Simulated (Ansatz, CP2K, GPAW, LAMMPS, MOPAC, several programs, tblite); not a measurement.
# K2IBr: cheap methods against density-functional theory

How much accuracy does each second buy? K2IBr is computed with 11 methods, from the cheapest up to r2SCAN.

Method: no spin polarisation, static lattice; gaps from single points on the cell relaxed beforehand with r²SCAN, in LAMMPS, MOPAC, tblite, CP2K, GPAW, Ansatz (versions at each run).

5 further runs of the same task are left out: 5 set aside as unsound or not needed.

## 1. The starting structure

The structure is trigonal, space group R-3m (No. 166). The conventional cell has a = 4.837 Å, b = 4.837 Å, c = 23.760 Å, α = 90.00°, β = 90.00°, γ = 120.00°. Br (site symmetry -3m) is surrounded by 6 K at 3.34 Å. Around I (site symmetry -3m) lie 6 K at 3.51 Å. K (site symmetry 3m) has 3 Br at 3.34 Å and 3 I at 3.51 Å as nearest neighbours.

As a file:

```
CELL_PARAMETERS angstrom
2.41827 1.39619 7.91989
-2.41827 1.39619 7.91989
0.00000 -2.79238 7.91989
ATOMIC_POSITIONS crystal
Br 0.00000 0.00000 0.00000
I 0.50000 0.50000 0.50000
K 0.25590 0.25590 0.25590
K 0.74410 0.74410 0.74410
```

The structure type (ordered alloy on rocksalt lattice) is imposed and need not be the compound's stable one.

**Question.** The methods are ffield.eim, PM6, PM7, GFN1-xTB (tblite), GFN2-xTB (tblite), PBE/DZVP, PBE/single-zeta, PBE/SZV, coarse PBE, PBE, r2SCAN. What gap does r2SCAN give on this cell, and which other methods (full PBE left aside) come nearest to r2SCAN and farthest in gap, volume and bulk modulus?

```
                                               quantity                                             value
                                                 r2SCAN             gap 4.44 eV, 40.11 Å³/atom, B₀ 14 GPa
         gap: nearest and farthest of the other methods               PBE/DZVP (-0.57 eV), PM7 (+6.62 eV)
      volume: nearest and farthest of the other methods  ffield.eim (-1.5 %), GFN2-xTB (tblite) (+10.5 %)
bulk modulus: nearest and farthest of the other methods              PBE/SZV (-0 %), ffield.eim (+1060 %)
```

In words: Among the 7 methods compared for the gap (full PBE left aside), PBE/DZVP is nearest to r2SCAN and PM7 farthest. For the volume, of the 5 methods compared (full PBE left aside), ffield.eim comes nearest to r2SCAN and GFN2-xTB (tblite) is farthest. For the bulk modulus, of the 5 methods compared (full PBE left aside), PBE/SZV comes nearest to r2SCAN and ffield.eim is farthest. A minimal basis or a coarse cutoff and mesh shifts results by its own error, so closeness to r2SCAN can be chance. Cluster runs see only the k-points that fold onto the zone centre, so their gaps can miss the band edges. GFN1-xTB (tblite) ended in an unphysical state and is left out of the comparison. No volume is given for PM6, PBE/single-zeta, coarse PBE, which can hide a larger miss. CPU times run from 0.25 s (ffield.eim) to 5.6 min (PBE/DZVP). On this cell PBE/DZVP, PBE/single-zeta, PBE/SZV cost more than r2SCAN itself (42 s), so they are no saving here. r2SCAN is a yardstick, not the truth: it usually gives gaps below the measured ones. Spin-orbit coupling is left out throughout.
